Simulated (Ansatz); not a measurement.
# ClH7N2Si2: a ladder of functionals and wavefunction methods

One table from this session's results is given with a row withheld; the runs are named, their logs left out.

Method: functionals in def2-TZVPP, the program's frozen cores in correlated methods; program: Ansatz 0.2.0, Gaussian basis.

Plan: PBE-D4, r2SCAN-D4, PBE0-D4, B3LYP-D4, ωB97X-V, ωB97M-V, B2PLYP; CCSD(T)/def2-TZVPP; MP2/def2-QZVPP; extrapolation to the limit.

## Structure used throughout

All runs share one geometry, relaxed beforehand with PBE0-D4 in a triple-zeta def2 set.

12 atoms, charge 0, spin multiplicity 1.

Atoms are counted from 1 here; the program's logs count them from 0.

Bond lengths: N1–Si2 1.709 Å, N1–H6 1.007 Å, N1–H7 1.006 Å, Si2–N3 1.731 Å, Si2–H8 1.486 Å, Si2–H9 1.489 Å, N3–Si4 1.706 Å, N3–H10 1.012 Å, Si4–Cl5 2.071 Å, Si4–H11 1.477 Å, Si4–H12 1.480 Å. Angles: Si2–N1–H6 122.0°, Si2–N1–H7 120.6°, H6–N1–H7 112.0°, N1–Si2–N3 110.9°, N1–Si2–H8 104.7°, N1–Si2–H9 116.1°, N3–Si2–H8 112.5°, N3–Si2–H9 103.1°, H8–Si2–H9 109.8°, Si2–N3–Si4 127.2°, Si2–N3–H10 115.5°, Si4–N3–H10 115.7°, N3–Si4–Cl5 112.7°, N3–Si4–H11 109.8°, N3–Si4–H12 109.7°, Cl5–Si4–H11 106.0°, Cl5–Si4–H12 105.9°, H11–Si4–H12 112.6°.

Set-up of the first run:

Input file in.yaml:

```yaml
crystal:
  periodic: [false, false, false]
  atoms:
    - {symbol: N, position_ang: [-0.537961, 1.616829, 1.413667]}
    - {symbol: Si, position_ang: [-0.620312, -0.040312, 1.004471]}
    - {symbol: N, position_ang: [-0.448132, -0.263545, -0.703019]}
    - {symbol: Si, position_ang: [0.838252, -1.031656, -1.519129]}
    - {symbol: Cl, position_ang: [2.485603, 0.200948, -1.754109]}
    - {symbol: H, position_ang: [0.292180, 2.164265, 1.255380]}
    - {symbol: H, position_ang: [-1.095537, 1.986317, 2.165056]}
    - {symbol: H, position_ang: [-1.946566, -0.486186, 1.504345]}
    - {symbol: H, position_ang: [0.449098, -0.908681, 1.568867]}
    - {symbol: H, position_ang: [-1.057344, 0.302227, -1.279589]}
    - {symbol: H, position_ang: [1.306726, -2.192509, -0.735553]}
    - {symbol: H, position_ang: [0.410896, -1.402795, -2.886286]}
basis:
  gaussian: {orbitals: def2-TZVPP}
hamiltonian: {xc: pbe, dispersion: d4}
output: {forces: true, orbitals: {seedname: orbitals}}
```

Run with:

```bash
ansatz run in.yaml --threads 4 --pin off --events-out ev --progress --plain --max-ram 10444MiB
```

Among the steps run: PBE-D4 (GGA); r2SCAN-D4 (meta-GGA); PBE0-D4 (hybrid); B3LYP-D4 (hybrid); ωB97X-V (range-separated); ωB97M-V (range-separated); B2PLYP (double hybrid); CCSD(T) in def2-TZVPP; MP2 in def2-QZVPP.

One table of the session follows, with a row left open; its other results are not shown here.

It belongs to the step «Atomisation energies». 

| method | atomisation energy (kcal/mol) |
| --- | --- |
| PBE-D4 | 962.9 |
| r2SCAN-D4 | 955.6 |
| PBE0-D4 | 951.5 |
| B3LYP-D4 | 961.2 |
| ωB97X-V | ? |
| ωB97M-V | 966.1 |
| B2PLYP | 947.9 |
| HF/def2-TZVPP | 688.1 |
| MP2/def2-TZVPP | 939.4 |
| CCSD/def2-TZVPP | 917.7 |
| CCSD(T)/def2-TZVPP | 930.3 |
| MP2/CBS | 971.9 |
| CCSD(T)/CBS | 962.8 |

**Question.** Estimate the row for ωB97X-V.

The run gave: atomisation energy (kcal/mol): 968.4. In the column «atomisation energy (kcal/mol)» it lies between ωB97M-V (966.1) and MP2/CBS (971.9).

To keep in mind: Free atoms (2 N, 2 Si, 1 Cl, 7 H) were run apart at each level; the atomisation energy is their sum less the molecule, without zero-point or spin-orbit terms.
